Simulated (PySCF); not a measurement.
# [WOF3]−: how tightly the ligands are held

Aim: take one ligand of each kind off [WOF3]−, with both parts rigid, and scan its distance from the metal. The species was built from a template and needn't be a known compound.

Program: PySCF 2.14.0. Level of theory: B3LYP, W def2-SVP with ECP60, O def2-SVP, F def2-SVP; scalar-relativistic core potentials, no spin–orbit coupling. These are calculated values, not measurements.

2 further runs of the same task are left out: 2 for a known fault of the program.

### Step 1. Where the work starts

5 atoms, charge -1, spin multiplicity 3.

Bond lengths: W1–O2 1.728 Å, W1–F3 1.955 Å, W1–F4 1.957 Å, W1–F5 1.955 Å. Angles: O2–W1–F3 104.4°, O2–W1–F4 136.1°, O2–W1–F5 104.4°, F3–W1–F4 83.9°, F3–W1–F5 148.7°, F4–W1–F5 83.8°.

Geometry (Å):

```xyz
5

W    -0.1457    0.0349    0.0644
O     0.7309    1.0832    1.1219
F    -0.5562   -1.5303    1.1611
F     0.3070   -1.2976   -1.2959
F    -0.5820    1.1533   -1.4783
```

Formal oxidation states: W +4. An earlier session relaxed this geometry at B3LYP, W def2-SVP with ECP60, O def2-SVP, F def2-SVP (triplet, point group Cs).

### Step 2. Rigid scan of O

Atom 2 moves along the line from atom 1; the distance is to the donor, the donors' midpoint or the ring centre. Each point starts from the density of the one before.

```csv
distance (Å),energy from the relaxed point (eV)
1.43,4.007
1.53,1.472
1.63,0.307
1.73,0.000
1.83,0.219
1.93,0.746
2.13,2.209
2.43,4.383
2.83,6.061
3.33,7.140
```

It took 18 s on 2 threads of Arm Neoverse V1, shared host.

### Step 3. F taken off

The ligand (atom 3) keeps its formal charge and a closed shell where it can; ligand and rest are solved at the complex's geometry, in vacuum, with the settings of the relaxation.

```csv
part,charge,state,energy (Eh)
complex,-1,triplet,-441.813808
ligand,-1,singlet,-99.688836
rest,0,triplet,-341.873578
```

Run time: 4.7 s. Hardware: 2 threads of Arm Neoverse V1, shared host.

### Step 4. Rigid scan of F

Atom 3 moves along the line from atom 1; the distance is to the donor, the donors' midpoint or the ring centre. Each point starts from the density of the one before.

```csv
distance (Å),energy from the relaxed point (eV)
1.65,1.743
1.75,0.642
1.85,0.134
1.95,0.000
2.05,0.095
2.15,0.325
2.35,0.971
2.65,2.000
3.05,3.106
3.55,3.997
```

It took 47 s on 2 threads of Arm Neoverse V1, shared host.

### Step 5. What came out

| quantity | value |
| --- | --- |
| stiffness of the O contact | 52.5 eV/Å² |
| taking off F | 6.84 eV |
| stiffness of the F contact | 22.9 eV/Å² |

What this shows: Near 1.73 Å the O contact has a stiffness of about 52.5 eV/Å², and the energy stands 7.14 eV higher at 3.33 Å. Taking off F as a fragment of charge -1 costs 6.84 eV. Near 1.95 Å the F contact has a stiffness of about 22.9 eV/Å², and the energy stands 4.00 eV higher at 3.55 Å. The free anion is solved without diffuse functions, no counterpoise correction is made, and the parts aren't relaxed; each of these makes the binding look larger. The bases are small and lack diffuse functions. Spin–orbit coupling is left out for this open shell, where it can reorder the states. Open shells may have lower solutions than the one found.
